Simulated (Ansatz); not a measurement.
A nudged elastic band was laid between two geometries of a periodic cell of 17 atoms, LiP$_{16}$ (host P, host structure Cmce, interstitial Li).

All numbers below come from DFT LDA, scalar-relativistic, plane waves, PAW (Ansatz 0.2.0). Settings: cutoff 420 eV, k mesh 2x2x2, fermi-dirac smearing 0.05 eV, spin collinear.

- movable images: 5
- climbing image: yes
- spring: 10.0 eV/Å²
- optimiser: lbfgs
- start path: IDPP
- force threshold: 0.05 eV/Å
- iteration limit: 80
- end points: relaxed

Image 0:

```xyz
17
Lattice="1.6561 5.2040 4.3500 1.6561 -5.2040 4.3500 6.6242 0.0000 0.0000" Properties=species:S:1:pos:R:3
P 3.258 1.201 4.776
P 1.572 -1.186 2.595
P 1.571 4.137 4.027
P 1.617 0.927 1.789
P 6.597 1.149 4.739
P 4.950 -0.985 2.538
P 4.999 3.845 3.932
P 4.922 1.120 1.794
P 4.944 -4.487 4.707
P 4.922 -0.933 6.988
P 3.272 -0.910 3.975
P 4.949 1.203 6.232
P 8.236 -4.113 4.661
P 8.282 -1.124 6.781
P 6.564 -0.994 4.073
P 8.224 1.076 6.250
Li 4.798 -2.270 5.141
```

Image 6:

```xyz
17
Lattice="1.6561 5.2040 4.3500 1.6561 -5.2040 4.3500 6.6242 0.0000 0.0000" Properties=species:S:1:pos:R:3
P 3.239 1.197 4.634
P 1.534 -1.368 2.586
P 1.581 4.224 3.984
P 1.590 0.713 1.823
P 6.587 1.070 4.612
P 4.958 -1.076 2.497
P 4.957 4.023 3.928
P 4.918 1.086 1.870
P 4.915 -4.274 4.738
P 4.914 -0.910 6.896
P 3.264 -0.941 3.887
P 4.932 1.201 6.089
P 8.234 -4.082 4.737
P 8.244 -0.987 6.803
P 6.530 -1.133 4.089
P 8.213 1.153 6.126
Li 3.373 -2.266 5.744
```

(1) Which bonds break or form, and what moves?

(2) Give the energies along the band, and the barrier.

(3) What is the geometry of the highest image?

Results:

(1) The atom that moves furthest is Li17, by 1.55 Å; four of its nearest neighbours are P9 2.26, P10 2.28, P11 2.35, P15 2.43 Å at the first end and P4 2.27, P11 2.28, P10 2.35, P14 2.41 Å at the last.

(2) The run converged. The highest image is number 3 of 0 to 6, 0.071 eV above the ends, which have the same energy within 2 meV. By the program's own check the climbing image is a first-order saddle point (lowest curvatures found: -0.46 and 0.55 eV/Å²). Limits of this set-up: coarse k mesh, a small cell, in which the defect meets its images, a typed lattice constant that wasn't relaxed here.

```json
{"image": "0", "path coordinate (Å)": "0.00", "energy (eV)": "0.000", "P15–Li17 (Å)": "2.43", "P14–Li17 (Å)": "3.72"}
{"image": "1", "path coordinate (Å)": "0.28", "energy (eV)": "0.020", "P15–Li17 (Å)": "2.58", "P14–Li17 (Å)": "3.49"}
{"image": "2", "path coordinate (Å)": "0.55", "energy (eV)": "0.056", "P15–Li17 (Å)": "2.79", "P14–Li17 (Å)": "3.25"}
{"image": "3", "path coordinate (Å)": "0.83", "energy (eV)": "0.071", "P15–Li17 (Å)": "3.02", "P14–Li17 (Å)": "3.01"}
{"image": "4", "path coordinate (Å)": "1.11", "energy (eV)": "0.053", "P15–Li17 (Å)": "3.27", "P14–Li17 (Å)": "2.78"}
{"image": "5", "path coordinate (Å)": "1.39", "energy (eV)": "0.017", "P15–Li17 (Å)": "3.51", "P14–Li17 (Å)": "2.57"}
{"image": "6", "path coordinate (Å)": "1.67", "energy (eV)": "0.000", "P15–Li17 (Å)": "3.74", "P14–Li17 (Å)": "2.41"}
```

(3) 
```xyz
17
Lattice="1.6561 5.2040 4.3500 1.6561 -5.2040 4.3500 6.6242 0.0000 0.0000" Properties=species:S:1:pos:R:3
P 3.248 1.246 4.725
P 1.510 -1.281 2.599
P 1.572 4.189 4.018
P 1.580 0.800 1.807
P 6.595 1.084 4.687
P 4.963 -1.020 2.514
P 5.012 3.927 3.912
P 4.935 1.112 1.832
P 4.951 -4.409 4.734
P 4.923 -0.890 6.973
P 3.250 -0.846 3.880
P 4.946 1.217 6.173
P 8.236 -4.084 4.682
P 8.303 -1.086 6.764
P 6.516 -1.095 4.115
P 8.220 1.095 6.201
Li 4.069 -2.316 5.405
```

The run took 2.5 min on 2 threads of INTEL(R) XEON(R) PLATINUM 8581C CPU @ 2.10GHz (Emerald Rapids) (shared host), peak memory 1.5 GiB.
